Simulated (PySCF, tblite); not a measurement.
**C₂H₁₀OS₂Si₂: geometry, infrared bands and NMR shifts**

Aim: predict the infrared bands and NMR shifts of C₂H₁₀OS₂Si₂ (`O[SiH2][SiH2]SCCS`).

The runs use tblite 0.8.0 and PySCF 2.14.0, with density-fitted response routines of our own; the level of theory stands in each step. All values are computed, except where a source is named. Atoms count from 0, in the outputs and in this text.

## (1) The starting structure

17 atoms, charge 0, multiplicity 1; geometry from: force field or distance geometry start.

Bonds of the start (Å): O0–Si1 1.71, Si1–Si2 2.23, Si2–S3 2.14, S3–C4 1.79, C4–C5 1.50, C5–S6 1.80, O0–H7 1.01, Si1–H8 1.45, Si1–H9 1.49, Si2–H10 1.47, Si2–H11 1.48, C4–H12 1.12, C4–H13 1.12, C5–H14 1.11, C5–H15 1.12, S6–H16 1.42.

## (2) Geometry optimisation with GFN2-xTB

What the job is given:

```
{"job": {"kind": "relax", "xc": "GFN2-xTB", "basis": "xTB"}, "charge": 0, "multiplicity": 1}
O     -4.410000    -0.706200    -0.450800
Si    -3.000000    -0.225600     0.389700
Si    -1.243500    -0.481500    -0.953900
S      0.563100    -0.939000     0.098500
C      1.471700     0.595100     0.254500
C      2.953100     0.465200     0.099900
S      3.473800    -0.620900    -1.239500
H     -4.985000     0.090300    -0.664700
H     -3.072800     1.179100     0.750900
H     -2.821800    -1.093400     1.590500
H     -1.576000    -1.561500    -1.899300
H     -1.001100     0.758000    -1.724200
H      1.234300     1.043000     1.256500
H      1.084200     1.284500    -0.535800
H      3.409400     0.115200     1.054000
H      3.347100     1.501300    -0.059600
H      4.566500    -1.391600    -0.768300
```

The run is started by

```console
> OMP_NUM_THREADS=1 python probes_run.py task.json out
```

The driver reads the jobs from task.json and runs them one after another.

**Question.** This job is followed by: GFN2-xTB harmonic vibrations, gas phase; GIAO PBE0/pcSseg-1 NMR shielding, non-relativistic, gas phase. What will the session give for the following? strongest single infrared mode (GFN2-xTB); zero-point energy (GFN2-xTB); ¹³C shifts against TMS (PBE0/pcSseg-1); ¹H shifts against TMS (PBE0/pcSseg-1, means over atoms taken as alike); ¹⁷O shifts against H2O (PBE0/pcSseg-1); ²⁹Si shifts against TMS (PBE0/pcSseg-1); ³³S shifts against CS2 (PBE0/pcSseg-1).

**Answer**, as computed:

| quantity | value |
| --- | --- |
| strongest single infrared mode (GFN2-xTB) | 671 cm⁻¹, 464 km/mol |
| zero-point energy (GFN2-xTB) | 70.1 kcal/mol |
| ¹³C shifts against TMS (PBE0/pcSseg-1) | 41.9, 32.5 ppm |
| ¹H shifts against TMS (PBE0/pcSseg-1, means over atoms taken as alike) | 5.53, 4.94, 3.14, 2.69, 2.62, 0.44 ppm |
| ¹⁷O shifts against H2O (PBE0/pcSseg-1) | -4.3 ppm |
| ²⁹Si shifts against TMS (PBE0/pcSseg-1) | -31.3, -57.9 ppm |
| ³³S shifts against CS2 (PBE0/pcSseg-1) | -104, -207 ppm |

**Reading.** The optimisation took 165 steps and gained 0.997 eV; among the close pairs (by a distance rule), S6–H16 changed most, from 1.418 to 1.330 Å. No mode is imaginary among the 45: a minimum at this level. The strongest single mode, at 671 cm⁻¹, is spread over many atoms; the largest shares are those of H10, H8. Unscaled tight-binding wavenumbers are off by several per cent, some by more. Its intensities can rank the bands wrongly. At PBE0/pcSseg-1: Shielding is most anisotropic at S3 (span 386 ppm, paramagnetic term -350 ppm).
